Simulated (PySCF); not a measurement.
# F3H3SSiZr ((F)3Zr-S-SiH3): the cost of one run

Programs: PySCF 2.14.0, with density-fitted response routines of our own. Each step states its level of theory. These are calculated values for one molecule in the gas phase, unless marked as measured. Atoms are numbered from 0 throughout.

**1. The starting structure**

9 atoms, charge 0, multiplicity 1; geometry from: GFN2-xTB. The atoms were then displaced at random by about 0.03 Å, so the start is not that level's minimum.

Bonds of the start (Å): Zr0–F1 1.93, Zr0–F2 1.74, Zr0–F3 1.91, Zr0–S4 2.41, S4–Si5 2.12, Si5–H6 1.46, Si5–H7 1.54, Si5–H8 1.45.

**2. Optimising the geometry at PBE0-D3(BJ)/def2-SVP**

The job: settings as JSON, then the geometry in Å.

```
{"job": {"xc": "PBE0", "basis": "def2-SVP", "d3": "d3bj", "grid": 1, "maxiter": 40, "shake": 0.03, "kind": "geom"}, "charge": 0, "multiplicity": 1}
Zr     1.261400     0.924770     0.106970
F      0.147550     1.631980    -1.307540
F      2.265220    -0.390780    -0.417110
F      2.052110     2.344020     1.108070
S     -0.319050    -0.039130     1.649600
Si    -1.188870    -0.963220    -0.045860
H     -1.851280    -2.134940     0.522230
H     -0.092170    -1.408960    -1.030890
H     -2.142180    -0.033180    -0.611130
```

Run with:

```bash
$ OMP_NUM_THREADS=1 python probes_run.py task.json out
```

This one command runs all jobs of the session in turn.

**Question.** How long does this first job take on 1 thread of AMD EPYC 9B45, shared host, and how much memory does it need?

About 2 min, with a peak of 0.5 GiB.
